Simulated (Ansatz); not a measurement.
What does this script print? It uses Ansatz's Python interface.

`lab2rh3.py`:
```python
'''One SCF of LaB2Rh3 and its post-processing.'''

from pathlib import Path
import warnings

import ansatz as az
from ase.data import atomic_numbers
import numpy as np
from pymatgen.core import Structure
from pymatgen.core import Lattice, Structure
from pymatgen.io.ase import AseAtomsAdaptor
from scipy.ndimage import map_coordinates
import spglib

warnings.simplefilter('ignore', az.DeckWarning)

pmg_structure = Structure(
    Lattice([(5.483, 0.0, 0.0), (-2.7415, 4.74842, 0.0), (0.0, 0.0, 3.141)]),
    ['La', 'B', 'B', 'Rh', 'Rh', 'Rh'],
    [
        (0.0, 0.0, 0.0),
        (1 / 3, 2 / 3, 0.0),
        (2 / 3, 1 / 3, 0.0),
        (0.5, 0.0, 0.5),
        (0.5, 0.5, 0.5),
        (0.0, 0.5, 0.5),
    ],
)
structure = az.Crystal.from_ase(AseAtomsAdaptor.get_atoms(pmg_structure))

setup = structure.calculation()
setup = setup.functional('r2scan')
setup = setup.kpoints(density=3.4).occupations('fermi_dirac', width=0.05)
setup = setup.bader_charges()
setup = setup.potential_components().density()
out = setup.run(threads=1)
summary = out.report

print(f'free energy      {summary["free_energy_ev"]:.5f} eV')
print(f'per atom         {summary["free_energy_ev"] / len(out.lattice.sites):.5f} eV')
print(f'SCF iterations   {summary["n_iterations"]}  (converged: {summary["converged"]})')

charges = out.bader_charges()
for atom in charges.atoms:
    print(f'Bader charge {atom.symbol:2s} {atom.partial_charge_e:+.3f} e')

folder = Path(out.write_results('parts'))
text = (folder / 'v_comp_z.tsv').read_text().splitlines()
rows = np.array([line.split() for line in text if not line.startswith('#')], dtype=float)
print(text[0])
print(np.array2string(rows[:: max(len(rows) // 12, 1)], precision=3, suppress_small=True))

final = Structure(out.lattice.cell_ang, [s.symbol for s in out.lattice.sites], [s.position_frac for s in out.lattice.sites])
# count neighbours out to a fixed multiple of the shortest distance
for index, (site, neighbours) in enumerate(zip(final, final.get_all_neighbors(5.5))):
    first = min(n.nn_distance for n in neighbours)
    shell = [n for n in neighbours if n.nn_distance < 1.15 * first]
    mean = sum(n.nn_distance for n in shell) / len(shell)
    print(f'atom {index} {site.specie.symbol}: {len(shell)} neighbours within 1.15 of the shortest distance, mean {mean:.3f} A')

spg_cell = (out.lattice.cell_ang, [s.position_frac for s in out.lattice.sites], [atomic_numbers[s.symbol] for s in out.lattice.sites])
# space group as spglib finds it
found = spglib.get_symmetry_dataset(spg_cell, symprec=1e-3)
print(found.international, found.number, 'point group', found.pointgroup)
for site, letter, group in zip(out.lattice.sites, found.wyckoffs, found.site_symmetry_symbols):
    print(f'  {site.symbol:2s} Wyckoff {letter}  site symmetry {group}')

# the grid holds the pseudo-density, which differs from the true one inside the cores
rho = out.density()
total = sum(channel.density_e_per_ang3 for channel in rho.channels[:2])
grid_cell = np.asarray(rho.fft_grid_basis) @ out.lattice.cell_ang
partner = min(final.get_neighbors(final[0], 5.0), key=lambda n: n.nn_distance)
line = np.linspace(final[0].coords, partner.coords, 9)
points = (line @ np.linalg.inv(grid_cell)) * rho.dims
values = map_coordinates(total, points.T, order=3, mode='grid-wrap')
print(f'from {final[0].specie} to {partner.specie}, {partner.nn_distance:.3f} A')
for t, value in zip(np.linspace(0, partner.nn_distance, 9), values):
    print(f'{t:7.3f} A  {value:9.4f} e/A^3')

print(setup.to_python())
```

```console
$ python lab2rh3.py
free energy      -25827.92854 eV
per atom         -4304.65476 eV
SCF iterations   8  (converged: True)
Bader charge La +1.496 e
Bader charge B  -0.141 e
Bader charge B  -0.141 e
Bader charge Rh -0.404 e
Bader charge Rh -0.404 e
Bader charge Rh -0.404 e
# z_ang	v_loc[eV]	v_h[eV]	v_xc[eV]
[[  0.     33.566 -25.773 -12.236]
 [  0.262  32.064 -23.272 -12.158]
 [  0.523  27.022 -15.814 -12.521]
 [  0.785  14.914  -3.536 -13.02 ]
 [  1.047  -5.424  12.292 -14.24 ]
 [  1.309 -25.334  26.808 -15.405]
 [  1.571 -33.596  32.815 -15.963]
 [  1.832 -25.334  26.808 -15.405]
 [  2.094  -5.424  12.292 -14.24 ]
 [  2.356  14.914  -3.536 -13.02 ]
 [  2.618  27.022 -15.814 -12.521]
 [  2.879  32.064 -23.272 -12.158]]
atom 0 La: 20 neighbours within 1.15 of the shortest distance, mean 3.159 A
atom 1 B: 6 neighbours within 1.15 of the shortest distance, mean 2.230 A
atom 2 B: 6 neighbours within 1.15 of the shortest distance, mean 2.230 A
atom 3 Rh: 4 neighbours within 1.15 of the shortest distance, mean 2.230 A
atom 4 Rh: 4 neighbours within 1.15 of the shortest distance, mean 2.230 A
atom 5 Rh: 4 neighbours within 1.15 of the shortest distance, mean 2.230 A
P6/mmm 191 point group 6/mmm
  La Wyckoff a  site symmetry 6/mmm
  B  Wyckoff c  site symmetry -6m2
  B  Wyckoff c  site symmetry -6m2
  Rh Wyckoff g  site symmetry mmm
  Rh Wyckoff g  site symmetry mmm
  Rh Wyckoff g  site symmetry mmm
from La to La, 3.141 A
  0.000 A     1.3572 e/A^3
  0.393 A     1.5527 e/A^3
  0.785 A     1.4195 e/A^3
  1.178 A     0.3904 e/A^3
  1.571 A     0.1336 e/A^3
  1.963 A     0.3904 e/A^3
  2.356 A     1.4195 e/A^3
  2.748 A     1.5527 e/A^3
  3.141 A     1.3572 e/A^3
(
    az.Lattice.of(((5.483, 0.0, 0.0), (-2.7415, 4.74842, 0.0), (0.0, 0.0, 3.141)))
    .atom("La", (0.0, 0.0, 0.0))
    .atom("B", (0.3333333333333333, 0.6666666666666666, 0.0))
    .atom("B", (0.6666666666666666, 0.3333333333333333, 0.0))
    .atom("Rh", (0.5, 0.0, 0.5))
    .atom("Rh", (0.5, 0.5, 0.5))
    .atom("Rh", (0.0, 0.5, 0.5))
    .calculation()
    .kpoints(spacing=0.29411764705882354)
    .functional("r2scan")
    .occupations(method="fermi_dirac", width=0.05)
    .density()
    .potential_components()
    .bader_charges()
)
```

What to keep in mind:
- Total energies depend on the potentials; only differences at equal settings carry meaning.
- The run is spin-unpolarised.
- For a metal this k-point mesh is coarse: on a finer one energies can move by several to tens of meV an atom and pressures by half a GPa or more, differences at one mesh by less.
- The fields are valence quantities on the plane-wave grid; their values near the nuclei depend on the potentials.
- The structure is a deposited one; some such entries were measured under pressure or heat, so a shift against it needn't be the functional's error alone.
- Timing: 38 s on 1 thread of Arm Neoverse V2 (shared host), peak memory 0.63 GiB.

(A comment or docstring line of the script was reworded after the run, the code is as it ran; lines on the test bed's own set-up are left out of the output.)
